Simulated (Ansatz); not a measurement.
# C2H7Si2: the cost of one run

Computed with Ansatz 0.2.0, driven from Python. Level of theory: PBE0/pcseg-2.

### 1 The system

Bond lengths: C1–C2 1.284 Å, C2–Si3 1.816 Å, Si3–Si4 2.264 Å, C1–H5 1.148 Å, C1–H6 1.086 Å, C2–H7 1.094 Å, Si3–H8 1.558 Å, Si3–H9 1.531 Å, Si4–H10 1.445 Å, Si4–H11 1.476 Å. Angles (14 of 15 angles, heavy atoms first): C1–C2–Si3 124.4°, C2–Si3–Si4 111.9°, C1–C2–H7 121.9°, Si3–C2–H7 113.7°, C2–C1–H5 119.6°, C2–C1–H6 128.3°, C2–Si3–H8 108.2°, C2–Si3–H9 110.0°, Si4–Si3–H8 108.3°, Si4–Si3–H9 112.0°, Si3–Si4–H10 113.2°, Si3–Si4–H11 113.7°, H5–C1–H6 112.1°, H8–Si3–H9 106.2°.

No structure file is read: the coordinates are typed or built in the script.

### 2 The script

The input, run_tae.py:

```python
'''Atomisation energy of C2H7Si2 at the given geometry.'''

from collections import Counter

import ansatz as az

BASIS = 'pcseg-2'
XC = 'pbe0'


def energy_of(molecule, charge=0, unpaired=0):
    calc = molecule.calculation().basis(gaussian=BASIS).functional(XC)
    if charge:
        calc = calc.charge(charge)
    if unpaired:
        calc = calc.spin('collinear', total=unpaired)
    report = calc.run(threads=1).report
    if report['published_state_doubts']:
        print('  doubts:', report['published_state_doubts'])
    return report['free_energy_ev']

system = (
    az.Crystal.molecule()
    .atom('C', (-1.0273, 1.8577, 0.2923))
    .atom('C', (-0.1329, 1.1248, -0.2656))
    .atom('Si', (0.5973, -0.3557, 0.4906))
    .atom('Si', (0.0305, -2.2427, -0.6249))
    .atom('H', (-1.4542, 2.7614, -0.2725))
    .atom('H', (-1.4929, 1.7276, 1.2648))
    .atom('H', (0.2883, 1.3721, -1.2445))
    .atom('H', (2.1478, -0.2101, 0.4475))
    .atom('H', (0.2163, -0.4291, 1.9715))
    .atom('H', (0.3445, -2.1855, -2.0346))
    .atom('H', (0.5481, -3.4772, -0.004))
)

# unpaired electrons of the ground-state atoms
unpaired = {'C': 2, 'Si': 2, 'H': 1}
counts = Counter(site.symbol for site in system.cartesian_sites)
atom_energy = {s: energy_of(az.Crystal.molecule().atom(s, (0, 0, 0)), 0, unpaired[s]) for s in counts}
whole = energy_of(system, 0, 1)
for s, e in atom_energy.items():
    print(f'{s:2s} x{counts[s]}  {e:14.5f} eV')
print(f'C2H7Si2: {whole:.5f} eV')
split = sum(counts[s] * e for s, e in atom_energy.items()) - whole
print(f'atomisation energy (no zero-point term): {96.485332 * split:.1f} kJ/mol, {split / sum(counts.values()):.3f} eV an atom')
```

### 3 What the engine is handed

The engine receives this input (first run):

```yaml
crystal:
  periodic: [false, false, false]
  atoms:
    - { symbol: C, position_ang: [0.0, 0.0, 0.0] }
basis:
  gaussian:
    orbitals: pcseg-2
hamiltonian:
  xc: pbe0
magnetization:
  spin_polarized: true
  initial_magnetization: 2.0
```

### 4 Running it

Launch:

```
$ python run_tae.py
```

**Question.** How long does this script take on 1 thread of Arm Neoverse V2, shared host, and how much memory does it need?

About 14 s, with a peak of 0.67 GiB.
